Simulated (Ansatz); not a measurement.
# Zn3P in Ansatz: convergence with ecutrho ratio

Input of the first run (ecutrho ratio 4); the others differ in this setting and in those tied to it:

Contents of input.yaml:

```yaml
crystal:
  lattice:
    - [3.975518, 0.0, 0.0]
    - [0.0, 3.975518, 0.0]
    - [0.0, 0.0, 3.975518]
  atoms:
    - { symbol: Zn, position: [0.51229, 0.504604, -0.00147] }
    - { symbol: Zn, position: [0.503461, 0.001667, 0.50243] }
    - { symbol: Zn, position: [-0.002447, 0.502598, 0.494463] }
    - { symbol: P, position: [-0.00531, -0.003037, 0.002756] }
hamiltonian:
  xc: pbe
  pseudopotentials: { kind: nc }
kpoints:
  mp_grid: { grid: [5, 5, 5] }
scf:
  occupations: { method: methfessel_paxton, width: 0.05 }
output:
  forces: true
  stress: true
  eigenvalues: true
basis:
  ecutrho_ratio: 4
```

Potentials or basis: Ansatz NC.

Run with:

```console
$ ansatz run input.yaml --threads 2 --pin off --max-ram 5632MiB --backend cpu --events-out ev --progress --plain --runs-dir out
```

The cell isn't the ideal one: atoms moved at random, drawn with an rms of 0.05 Å.

The cell comes from a database or a generator and needn't be the stable form of this composition.

Hardware: 2 threads of Arm Neoverse V2 (shared host).

```tsv
ecutrho ratio	energy less the tightest run, at zero smearing (meV/atom)	SCF cycles	CPU time (s)	peak memory (GiB)
4	0.00	7	36	0.59
5	0.00	7	36	0.62
6	0.00	7	37	0.64
8	0.00	7	37	0.7
10	0.00	7	37	0.77
12	0.00	7	37	0.86
```

Against the tightest run, the energy stays within 1 meV/atom from 4 on. The tightest run that finished is the yardstick and may itself not be fully converged.
